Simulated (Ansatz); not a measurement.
# CoPd: the cost of one run

Method: DFT LDA, with the methods named in each step, in Ansatz 0.2.0.

### Step 1. The system as given

Symmetry: R-3m, No. 166, trigonal system. Conventional cell: a = 2.692 Å, b = 2.692 Å, c = 12.882 Å, α = 90.00°, β = 90.00°, γ = 120.00°. Co (site symmetry -3m) is surrounded by 6 Pd at 2.65 Å and 6 Co at 2.69 Å. Around Pd (site symmetry -3m) lie 6 Co at 2.65 Å and 6 Pd at 2.69 Å.

Structure file:

```cif
data_structure
_symmetry_space_group_name_H-M 'R-3m:H'
_symmetry_Int_Tables_number 166
_cell_length_a 2.6919
_cell_length_b 2.6919
_cell_length_c 12.8818
_cell_angle_alpha 90.000
_cell_angle_beta 90.000
_cell_angle_gamma 120.000
_cell_volume 80.84
loop_
_atom_site_label
_atom_site_type_symbol
_atom_site_symmetry_multiplicity
_atom_site_Wyckoff_symbol
_atom_site_fract_x
_atom_site_fract_y
_atom_site_fract_z
_atom_site_occupancy
Co1 Co 3 a 0.00000 0.00000 0.00000 1
Pd1 Pd 3 b 0.66667 0.33333 0.83333 1
```

The file gives the conventional cell by its symmetry; the runs use the cell typed in the input.

Where an Elk run is restarted with further inputs, its INFO.OUT and LSJ.OUT are those of the last start.

The cell forces parallel moments, which needn't be the real order.

Elk's input and logs are in atomic units (hartree, bohr).

Atoms are numbered in the order of the input: Co1, Pd2.

### Step 2. Collinear moments, PAW

input.yaml reads:

```yaml
crystal:
  lattice:
    - [1.3459330638, 0.7770748167, 4.2939193827]
    - [-1.3459330638, 0.7770748167, 4.2939193827]
    - [0.0, -1.5541496334, 4.2939193827]
  atoms:
    - { symbol: Co, position: [0.0, 0.0, 0.0], spin: 2.0 }
    - { symbol: Pd, position: [0.5, 0.5, 0.5] }
magnetization:
  spin_polarized: true
kpoints:
  mp_grid: { grid: [12, 12, 12] }
scf:
  occupations: { method: fermi_dirac, width: 0.1 }
  lower_state_search: "off"
hamiltonian:
  xc: lda
  pseudopotentials: { kind: paw }
output:
  forces: true
  stress: true
  eigenvalues: true
```

On the command line:

```bash
ansatz run input.yaml --threads 2 --pin off --max-ram 3072MiB --backend cpu --events-out ev --progress --plain --runs-dir out
```

What time and memory should one allow on 2 threads of Arm Neoverse N1, shared host?

About 17 s, with a peak of 0.43 GiB.
